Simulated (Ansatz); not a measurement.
Run this with Ansatz's Python interface and show what comes out.

Input file `ch3gen.xyz`:
```text
6

C     0.20850   -1.00330    0.12330
N    -1.20570   -0.75870   -0.11550
Ge   -0.31710    0.74680   -0.12990
H     1.03850   -1.65000    0.29610
H     0.36650    1.16150   -1.47630
H    -0.04870    1.43960    1.25620
```

Script `run_cas.py`:
```python
'''Active-space calculation on CH3GeN.'''

import ansatz as az


def main() -> None:
    molecule = az.Crystal.molecule_from_extxyz('ch3gen.xyz')

    calc = (
        molecule.calculation()
        .basis(gaussian='def2-SVP')
        .correlation(active_electrons=2, active_orbitals=2)
    )
    for method in [None]:
        r = (calc if method is None else calc.correlation(method)).run().report
        space = r['configurations']
        state = space['states'][0]
        print(method or 'casscf', f'total {r["free_energy_ev"] / 27.211386246:.6f} Ha, active-space state {state["energy"]["hartree"]:.6f} Ha, mean field {r["reference_energy_ev"] / 27.211386246:.6f} Ha')
        print('  determinants', state['n_determinants'], ' natural occupations', [round(n, 3) for n in space['natural_occupations']])
    print('effectively unpaired electrons, sum of min(n, 2 - n):', round(sum(min(n, 2 - n) for n in space['natural_occupations']), 3))


if __name__ == '__main__':
    main()
```

Output of `python run_cas.py`:
```text
casscf total -2168.949441 Ha, active-space state -2168.949441 Ha, mean field -2168.910693 Ha
  determinants 4  natural occupations [1.865, 0.135]
effectively unpaired electrons, sum of min(n, 2 - n): 0.27
```

Reading the output:
- Total energies depend on the basis set; only differences at equal settings carry meaning.
- The geometry is a force-field or estimated start, not a minimum of this method, and the basis set is short of its limit. The active space starts as a window about the frontier orbitals and is then optimised, not chosen by chemistry.
- Finished in 3.5 s on 1 thread of Arm Neoverse V2, on a shared host, peak memory 0.21 GiB.
